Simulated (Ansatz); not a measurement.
## GeH₄NO, SMILES [NH2][GeH2][O]: a geometry optimisation

Program: Ansatz's Python interface.

Script `opt.py`:
```python
"""Relax the GeH4NO molecule."""

import ansatz
import numpy as np


def main() -> None:
    mol = (
        ansatz.Crystal.molecule()
        .atom("N", (-1.0998, 0.0644, -0.4104))
        .atom("Ge", (0.5008, -0.1262, 0.4074))
        .atom("O", (0.7531, -1.8642, 0.6848))
        .atom("H", (-1.0131, -0.3547, -1.3541))
        .atom("H", (-1.2447, 1.1243, -0.6307))
        .atom("H", (0.5135, 0.6502, 1.7591))
        .atom("H", (1.6514, 0.4382, -0.5018))
    )

    calc = (
        mol.calculation()
        .basis(gaussian="def2-SVP")
        .functional("pbe")
        .spin("collinear", total=1)
    )
    symbols = [site.symbol for site in mol.cartesian_sites]
    start = np.array([site.position_ang for site in mol.cartesian_sites], dtype=float)
    def progress(event):
        if event["event"] == "relax_step":
            row = event["data"]
            print(f"step {row['step']:3d}  E = {row['lagrangian_ev']:.6f} eV  max force {row['allowed_force_max_ev_ang']:.4f} eV/A")


    summary = calc.relax(force_tolerance=0.005, max_steps=100).session().plan().execute(on_event=progress).report
    end = np.array(summary["positions_ang"])

    for key in ("converged", "free_energy_ev", "reference_energy_ev", "n_frozen", "n_occupied", "n_virtual"):
        print(f"{key:22s} {summary[key]}")

    print("bond        before    after (A)")
    for i, j in [(0, 1), (0, 3), (0, 4), (1, 2), (1, 5), (1, 6)]:
        d0, d1 = (np.linalg.norm(xyz[i] - xyz[j]) for xyz in (start, end))
        print(f"{symbols[i]}{i}-{symbols[j]}{j}".ljust(10), f"{d0:8.4f} {d1:8.4f}")


if __name__ == "__main__":
    main()
```

```console
$ python opt.py
step   1  E = -60095.891510 eV  max force 2.2676 eV/A
step   2  E = -60096.057542 eV  max force 0.7839 eV/A
step   3  E = -60096.089565 eV  max force 0.1941 eV/A
step   4  E = -60096.096134 eV  max force 0.1799 eV/A
step   5  E = -60096.094353 eV  max force 0.2800 eV/A
step   6  E = -60096.101814 eV  max force 0.1734 eV/A
step   7  E = -60096.101706 eV  max force 0.1796 eV/A
step   8  E = -60096.103338 eV  max force 0.0363 eV/A
step   9  E = -60096.103634 eV  max force 0.0245 eV/A
step  10  E = -60096.103742 eV  max force 0.0086 eV/A
step  11  E = -60096.103727 eV  max force 0.0086 eV/A
step  12  E = -60096.103744 eV  max force 0.0039 eV/A
converged              True
free_energy_ev         -60096.103774807234
reference_energy_ev    -60096.103774807234
n_frozen               0
n_occupied             [26, 25]
n_virtual              [54, 55]
bond        before    after (A)
N0-Ge1       1.8075   1.8397
N0-H3        1.0362   1.0251
N0-H4        1.0922   1.0254
Ge1-O2       1.7780   1.7854
Ge1-H5       1.5589   1.5529
Ge1-H6       1.5713   1.5739
```

What to keep in mind:
- The settings weren't tested for convergence.
- The end point is the stationary point reached from this start; no frequency run checks that it is a minimum, and the basis set is modest.
- The species is open-shell (spin multiplicity 2).
- Run time: 59 s on 1 thread of Arm Neoverse V2, with other jobs on the host, peak memory 0.24 GiB.

(Lines on the test bed's own set-up are left out of the output.)
